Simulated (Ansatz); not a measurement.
# SnGeO2: the cost of one run

Method: DFT PBE, scalar-relativistic, plane waves, PAW, in Ansatz 0.2.0.

## 1. The starting structure

It takes space group P4mm (No. 99, tetragonal). Conventional cell: a = 3.748 Å, b = 3.748 Å, c = 4.807 Å, α = 90.00°, β = 90.00°, γ = 90.00°. Sn (site symmetry 4mm) has 4 O at 2.23 Å as nearest neighbours. Around Ge (site symmetry 4mm) lie 4 O at 2.12 Å. O (site symmetry 2mm) has 2 Ge at 2.12 Å and 2 Sn at 2.23 Å as nearest neighbours.

Structure file:

```cif
data_structure
_symmetry_space_group_name_H-M 'P 1'
_symmetry_Int_Tables_number 1
_cell_length_a 3.7483
_cell_length_b 3.7483
_cell_length_c 4.8073
_cell_angle_alpha 90.000
_cell_angle_beta 90.000
_cell_angle_gamma 90.000
_cell_volume 67.54
loop_
_atom_site_label
_atom_site_type_symbol
_atom_site_fract_x
_atom_site_fract_y
_atom_site_fract_z
_atom_site_occupancy
Sn1 Sn 0.50000 0.50000 0.24054 1
Ge1 Ge 0.00000 0.00000 0.78292 1
O1 O 0.00000 0.50000 0.98827 1
O2 O 0.50000 0.00000 0.98827 1
```

It is the end of an earlier relaxation with the same method, from a generated guess; it needn't be the stable form of this composition. At a tolerance of 0.02 Å it has space group P4mm (No. 99); it has 16.89 Å³/atom, an uncorrected energy of -1.14 eV/atom over the elements.

## 2. Static run: bands, density of states and charges

Contents of input.yaml:

```yaml
crystal:
  lattice:
    - [3.7482967, 0.0, 0.0]
    - [0.0, 3.7482967, 0.0]
    - [0.0, 0.0, 4.8073266]
  atoms:
    - { symbol: Sn, position: [0.5, 0.5, 0.240536] }
    - { symbol: Ge, position: [0.0, 0.0, 0.782919] }
    - { symbol: O, position: [0.0, 0.5, 0.988272] }
    - { symbol: O, position: [0.5, 0.0, 0.988272] }
basis:
  ecutwfc: 420
kpoints:
  mp_grid: { grid: [8, 8, 6] }
  band_path:
    path:
      - [[0.0, 0.0, 0.0], [0.0, 0.5, 0.0], [0.5, 0.5, 0.0], [0.0, 0.0, 0.0], [0.0, 0.0, 0.5], [0.0, 0.5, 0.5], [0.5, 0.5, 0.5], [0.0, 0.0, 0.5]]
      - [[0.0, 0.5, 0.0], [0.0, 0.5, 0.5]]
      - [[0.5, 0.5, 0.0], [0.5, 0.5, 0.5]]
    npoints: 14
hamiltonian:
  xc: pbe
scf:
  occupations: { method: gaussian, width: 0.02 }
  n_extra_bands: 10
output:
  forces: true
  stress: true
  eigenvalues: true
  populations: true
  dos: { projected: true, de: 0.02, nscf_kmesh: { grid: [12, 12, 9] } }
  bader: true
  write_density: true
  write_potential: true
  elf: true
  volumetric_format: npy
```

Launch:

```console
> ansatz run input.yaml --threads 1 --pin off --max-ram 3072MiB --backend cpu --events-out ev --progress --plain --runs-dir out
```

**Question.** How long does this run take on 1 thread of Arm Neoverse V2, shared host, and how much memory does it need?

About 78 s, with a peak of 0.44 GiB.
